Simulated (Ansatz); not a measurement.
# BiBCl6, relaxed

Aim: in BiBCl6, a known structure type filled with other elements, at an estimated volume, relax cell and atoms, then read levels, charges and fields where it ends.

Program: Ansatz 0.2.0. Level of theory: DFT, PBEsol, no spin polarisation, plane waves, PAW. These are calculated values, not measurements.

## (1) Geometry

It takes space group R-3 (No. 148, trigonal). The conventional cell has a = 8.551 Å, b = 8.551 Å, c = 8.748 Å, α = 90.00°, β = 90.00°, γ = 120.00°. Bi (site symmetry -3) is surrounded by 6 Cl at 2.10 Å. B (site symmetry -3) has 12 Cl at 3.24 to 3.68 Å as nearest neighbours. Cl (site symmetry 1) has 1 Bi at 2.10 Å as nearest neighbours.

Structure file:

```
Bi B Cl
1.0
     4.27568    2.46856    2.91588
    -4.27568    2.46856    2.91588
     0.00000   -4.93713    2.91587
Bi B Cl
1 1 6
Direct
  0.00000 0.00000 0.00000
  0.50000 0.50000 0.50000
  0.71600 0.78900 0.10300
  0.10300 0.71600 0.78900
  0.78900 0.10300 0.71600
  0.28400 0.21100 0.89700
  0.89700 0.28400 0.21100
  0.21100 0.89700 0.28400
```

It starts from an earlier solution of the starting cell (checkpoint.read).

## (2) Relaxing

input.yaml

```yaml
crystal:
  lattice:
    - [4.275678, 2.468561, 2.915877]
    - [-4.275678, 2.468561, 2.915877]
    - [0.0, -4.937133, 2.915877]
  atoms:
    - { symbol: Bi, position: [0.0, 0.0, 0.0] }
    - { symbol: B, position: [0.5, 0.5, 0.5] }
    - { symbol: Cl, position: [0.716, 0.789, 0.103] }
    - { symbol: Cl, position: [0.103, 0.716, 0.789] }
    - { symbol: Cl, position: [0.789, 0.103, 0.716] }
    - { symbol: Cl, position: [0.284, 0.211, 0.897] }
    - { symbol: Cl, position: [0.897, 0.284, 0.211] }
    - { symbol: Cl, position: [0.211, 0.897, 0.284] }
  symmetry: { tolerance: 0.0003 }
kpoints:
  mp_grid: { grid: [4, 4, 4], shift: [0, 0, 0] }
magnetization:
  spin_polarized: false
scf:
  occupations: { method: fermi_dirac }
  lower_state_search: "off"
hamiltonian:
  pseudopotentials: { kind: paw }
  xc: pbesol
basis:
  ecutwfc: 420
  fft_grid_basis: typed
relax:
  max_steps: 40
  cell: { p_target: 0.0 }
output:
  forces: true
  stress: true
  eigenvalues: true
  bader: true
  populations: true
  elf: true
  write_potential: true
  volumetric_format: npy
  dos:
    e_range: [-12, 8]
    de: 0.05
    projected: { site_lists: { B: [B], Bi: [Bi], Cl: [Cl] } }
checkpoint:
  read: saved_state
```

On the command line:

```
$ ansatz run input.yaml --threads 2 --pin off --max-ram 2560MiB --backend cpu --events-out ev --progress --plain --runs-dir out
```

Before running it: what results should come out? Wanted: moves; energy gained; largest move; cell; volume; pressure at the end; gap; least direct gap; Bader charges.

The runs gave:

| quantity | value |
| --- | --- |
| moves | 22 |
| energy gained | 1949.6 meV/atom |
| largest move | 1.66 Å (Cl) |
| space group (0.01 Å), before / after | R-3 / R-3 |
| cell | a = 6.607 Å, b = 6.607 Å, c = 6.607 Å, α = 109.82°, β = 109.82°, γ = 109.82° |
| volume | 27.39 Å³/atom (+18.6 %) |
| pressure at the end | 0.00 GPa |
| formation energy (elements from separate runs) | -0.59 eV/atom |
| gap (mesh) | 3.02 eV, indirect |
| least direct gap | 3.08 eV |
| Bader charges | Bi +1.64, B +1.32, Cl -0.49 e |

What this shows: The volume grew by 18.6 %, and the largest move of an atom is 1.66 Å apart from the change of the cell; the energy fell by 1949.6 meV per atom. The run held to 6 symmetry operations, so a lower structure without them is not ruled out. There is a gap of 3.02 eV, with the least direct gap at 3.08 eV; within 0.7 eV of the edges the states project mainly on Cl p (95 %) below and Bi p (47 %), Cl p (31 %) and B s (15 %) above. The run has no spin-orbit coupling, which matters for the gap with elements this heavy. By Bader's partition Bi gives up most (+1.64 e) and Cl takes most (-0.49 e). Against the elements' reference phases (Bi A7 rhombohedral, alpha-rhombohedral (B12), Cl2 molecule; separate runs with the same functional) the formation energy is -0.59 eV per atom, a bound cell by that test.
